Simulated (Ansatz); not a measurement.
Predict the output of the script below (the Ansatz DFT code, driven from Python).

Script `kconv_srmg3.py`:
```python
# -*- coding: utf-8 -*-
"""Convergence of SrMg3 with the k-point mesh."""

import csv

import ansatz as az
import numpy as np

EXTRA_BANDS = 8
ECUT = 260
XC = "LDA"

vectors = np.array([
    [4.942526, 0.0, 0.0],
    [0.0, 4.942526, 0.0],
    [0.0, 0.0, 4.942526],
])
srmg3 = (
    az.Lattice.of(vectors)
    .atom("Sr", (0.0, 0.0, 0.0))
    .atom("Mg", (0.5, 0.5, 0.0))
    .atom("Mg", (0.5, 0.0, 0.5))
    .atom("Mg", (0.0, 0.5, 0.5))
)

calc = (
    srmg3.calculation()
    .scf(extra_bands=EXTRA_BANDS, lower_state_search="standard")
    .occupations(az.OccupationsMethod.GAUSSIAN)
    .basis(ECUT, xc_grid=3)
    .functional(XC)
    .stress()
)

rows = []
for value in [(2, 2, 2), (3, 3, 3), (4, 4, 4), (5, 5, 5), (6, 6, 6)]:
    r = calc.kpoints(mesh=value).run(threads=1).report
    rows.append((value, r["free_energy_ev"] / len(r["lattice"]["sites"]), r["n_iterations"], sum(r["stress_gpa"][i][i] for i in range(3)) / 3, r["n_kpoints"]))

with open("kconv.csv", "w", newline="") as handle:
    writer = csv.writer(handle)
    writer.writerow(["mesh", "F/atom (eV)", "iterations", "P (GPa)", "k-points"])
    writer.writerows([round(v, 5) if isinstance(v, float) else v for v in row] for row in rows)

# the last row is the reference
for row in rows[:-1]:
    shift = 1000 * (row[1] - rows[-1][1])
    print(f"{row[0]}: {shift:+.2f} meV/atom" + ("  (within 1 meV)" if abs(shift) < 1 else ""))
```

Running `python kconv_srmg3.py` prints:
```text
DeckWarning: basis.ecutwfc = 260 eV is below the records' recommended 420 eV, and the density's cutoff is lower with it unless basis.ecutrho_ratio is high enough to keep the records' density cutoff: compare with a run at a higher cutoff
(2, 2, 2): +27.62 meV/atom
(3, 3, 3): +26.96 meV/atom
(4, 4, 4): +2.19 meV/atom
(5, 5, 5): +2.80 meV/atom
```
(Warnings from the package without file and line.)

It writes `kconv.csv`:
```csv
mesh,F/atom (eV),iterations,P (GPa),k-points
"(2, 2, 2)",-2287.12818,7,-2.42831,4
"(3, 3, 3)",-2287.12883,7,-1.9918,4
"(4, 4, 4)",-2287.15361,6,-1.73804,10
"(5, 5, 5)",-2287.153,7,-1.71723,10
"(6, 6, 6)",-2287.1558,7,-1.72807,20
```

Reading the output:
- The cutoff lies under the one recommended for these potentials.
- Under the recommended cutoff a pressure can be off by several GPa, even in sign.
- Pressure is positive in compression.
- The structure comes from a database of computed cells and needn't be a stable or known phase.
- Shifts are counted from the finest mesh, which is itself no proven limit.
- Wall time of the script: 5.6 s on 1 thread of Arm Neoverse V1 (shared host), peak memory 0.37 GiB.
